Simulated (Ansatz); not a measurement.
# FeSi (FeSi): the cost of one run

Method: DFT PBE, scalar-relativistic, plane waves, PAW, in Ansatz 0.2.0.

The COD entry's cell or inner coordinates are ideal or old and differ from later refinements, so a difference from it is no clean test against experiment.

**1. Starting point**

It takes space group P2_13 (No. 198, cubic). The conventional cell has a = 4.455 Å, b = 4.455 Å, c = 4.455 Å, α = 90.00°, β = 90.00°, γ = 90.00°. Fe (site symmetry 3) is surrounded by 7 Si at 2.27 to 2.51 Å. Si (site symmetry 3) is surrounded by 7 Fe at 2.27 to 2.51 Å.

Coordinates:

```
CELL_PARAMETERS angstrom
4.45469 0.00000 0.00000
0.00000 4.45469 0.00000
0.00000 0.00000 4.45469
ATOMIC_POSITIONS crystal
Fe 0.13531 0.13531 0.13531
Fe 0.36469 0.86469 0.63531
Fe 0.63531 0.36469 0.86469
Fe 0.86469 0.63531 0.36469
Si 0.84075 0.84075 0.84075
Si 0.65925 0.15925 0.34075
Si 0.34075 0.65925 0.15925
Si 0.15925 0.34075 0.65925
```

An earlier run at PBE left this cell at 11.050 Å³/atom and -0.03 GPa (4×4×4 mesh).

**2. Ferrimagnetic, in the cell as typed**

Contents of input.yaml:

```yaml
crystal:
  lattice:
    - [4.4546925854, 0.0, 0.0]
    - [0.0, 4.4546925854, 0.0]
    - [0.0, 0.0, 4.4546925854]
  atoms:
    - { symbol: Fe, position: [0.1353124823, 0.1353124823, 0.1353124823], spin: 2.5 }
    - { symbol: Fe, position: [0.3646875177, 0.8646875177, 0.6353124823], spin: 2.5 }
    - { symbol: Fe, position: [0.6353124823, 0.3646875177, 0.8646875177], spin: 2.5 }
    - { symbol: Fe, position: [0.8646875177, 0.6353124823, 0.3646875177], spin: -2.5 }
    - { symbol: Si, position: [0.8407499524, 0.8407499524, 0.8407499524] }
    - { symbol: Si, position: [0.6592500476, 0.1592500476, 0.3407499524] }
    - { symbol: Si, position: [0.3407499524, 0.6592500476, 0.1592500476] }
    - { symbol: Si, position: [0.1592500476, 0.3407499524, 0.6592500476] }
basis:
  ecutwfc: 300
  ecutrho_ratio: 4
kpoints:
  mp_grid: { grid: [4, 4, 4] }
hamiltonian:
  xc: pbe
scf:
  occupations: { method: gaussian, width: 0.05 }
  lower_state_search: "off"
output:
  forces: true
  stress: true
  eigenvalues: true
  populations: true
magnetization:
  spin_polarized: true
```

On the command line:

```console
> ansatz run input.yaml --threads 2 --pin off --max-ram 5120MiB --backend cpu --events-out ev --progress --plain --runs-dir out
```

What time and memory should one allow on 2 threads of Arm Neoverse V2, shared host?

About 16 s, with a peak of 0.34 GiB.
